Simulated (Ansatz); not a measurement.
# C2H4BClO: the cost of one run

Program: Ansatz 0.2.0, Gaussian basis. Level of theory: the settings change from run to run. These are calculated values, not measurements.

### 1 The molecule

The geometry comes from an earlier relaxation with PBE0-D4 in a triple-zeta def2 set; it is a stationary point, not always the lowest conformer.

SMILES `O=CCBCl`, 9 atoms, charge 0, spin multiplicity 1.

Atoms are counted from 1 here; the program's logs count them from 0.

Bond lengths: O1–C2 1.199 Å, C2–C3 1.498 Å, C2–H6 1.112 Å, C3–B4 1.560 Å, C3–H7 1.104 Å, C3–H8 1.091 Å, B4–Cl5 1.740 Å, B4–H9 1.193 Å. Angles: O1–C2–C3 124.3°, O1–C2–H6 120.7°, C3–C2–H6 115.0°, C2–C3–B4 112.8°, C2–C3–H7 106.9°, C2–C3–H8 111.2°, B4–C3–H7 102.7°, B4–C3–H8 114.1°, H7–C3–H8 108.5°, C3–B4–Cl5 120.7°, C3–B4–H9 122.4°, Cl5–B4–H9 116.9°.

Geometry (Å):

```mol
C2H4BClO
  3D, bonds by distance, orders not assigned

  9  8  0  0  0  0  0  0  0  0999 V2000
   -2.2959    0.1120    0.3564 O   0  0
   -1.2516   -0.4602    0.2187 C   0  0
    0.0856    0.1391    0.5298 C   0  0
    1.0122    0.2302   -0.7220 B   0  0
    2.1682    1.5213   -0.8784 Cl  0  0
   -1.2202   -1.4980   -0.1783 H   0  0
    0.6181   -0.5829    1.1740 H   0  0
   -0.0205    1.0774    1.0754 H   0  0
    0.9926   -0.5854   -1.5924 H   0  0
  1  2  8  0
  2  3  8  0
  3  4  8  0
  4  5  8  0
  2  6  8  0
  3  7  8  0
  3  8  8  0
  4  9  8  0
M  END
```

### 2 wB97X/ANO-RCC-VTZP

Options: multiplicity 3, finite nuclei.

The input, in.yaml:

```yaml
crystal:
  periodic: [false, false, false]
  atoms:
    - {symbol: O, position_ang: [-2.295929, 0.112016, 0.356354]}
    - {symbol: C, position_ang: [-1.251602, -0.460197, 0.218725]}
    - {symbol: C, position_ang: [0.085622, 0.139131, 0.529831]}
    - {symbol: B, position_ang: [1.012246, 0.230213, -0.722008]}
    - {symbol: Cl, position_ang: [2.168182, 1.521325, -0.878435]}
    - {symbol: H, position_ang: [-1.220175, -1.497976, -0.178323]}
    - {symbol: H, position_ang: [0.618068, -0.582862, 1.174019]}
    - {symbol: H, position_ang: [-0.020492, 1.077405, 1.075354]}
    - {symbol: H, position_ang: [0.992581, -0.585355, -1.592418]}
basis:
  gaussian: {orbitals: ANO-RCC-VTZP, nuclear_model: gaussian}
magnetization: {spin_polarized: true, initial_magnetization: 2}
hamiltonian: {xc: {name: wB97X}}
```

Launch:

```bash
> ansatz run in.yaml --threads 2 --pin off --events-out ev --progress --plain --max-ram 4352MiB
```

Q: Estimate wall time and peak memory on 2 threads of Arm Neoverse V2, shared host.

About 34 s, with a peak of 1.1 GiB.
